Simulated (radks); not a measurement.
# Mn³⁺ in [Ar] 3d3.5 4f0.5: an all-electron calculation

The task here is to estimate one member of a computed series from the others.

The numbers are computed with radks (a radial shooting solver on a logarithmic mesh, Libxc functionals) version 1 (scalar-relativistic Kohn-Sham, PW91, spin-unpolarised, spherical densities, finite nucleus), except any that are marked as measured or tabulated.

### The atom as given

* element: manganese (Z = 25)
* charge: +3
* electrons: 22
* configuration: [Ar] 3d3.5 4f0.5
* nuclear rms radius: 3.7057 fm

Set-up of the first run:

The run's settings:

```text
Z 25
configuration [Ar] 3d3.5 4f0.5 4s0 4p0 4d0 5f0
relativity scalar-relativistic
functional pw91,pw91
spin unpolarised
nucleus finite rms 3.7057 fm
c 137.035999084
```

The run is started by

```bash
python run_ks.py task.json out
```

The same process makes all the runs of this session.

Steps of the session up to this table: Self-consistent calculation.

One of the session's tables, all rows but one given; the rest of the session is left out.

It belongs to the step «Shells». From the orbitals of this run (lengths in bohr):

```
level      <r>  outermost maximum (interpolated)  90 % within  nodes
   1s  0.06090                            0.0399        0.109      0
   2s   0.2794                             0.232        0.433      1
   2p   0.2471                             0.188        0.405      0
   3s   0.8388                             0.732         1.25      2
   3p   0.8800                             0.745         1.35      1
   3d    1.005                             0.728         1.67      0
   4s        ?                                 ?            ?      ?
   4p    2.591                              2.31         3.80      2
   4d    3.494                              3.15         5.15      1
   4f    4.675                              4.24         6.82      0
   5f    8.017                              8.48         11.5      1
```

Estimate the missing values for 4s.

The run gave: <r>: 2.272; outermost maximum (interpolated): 2.05; 90 % within: 3.30; nodes: 3. In the column «<r>» it lies between 3d (1.005) and 4p (2.591).
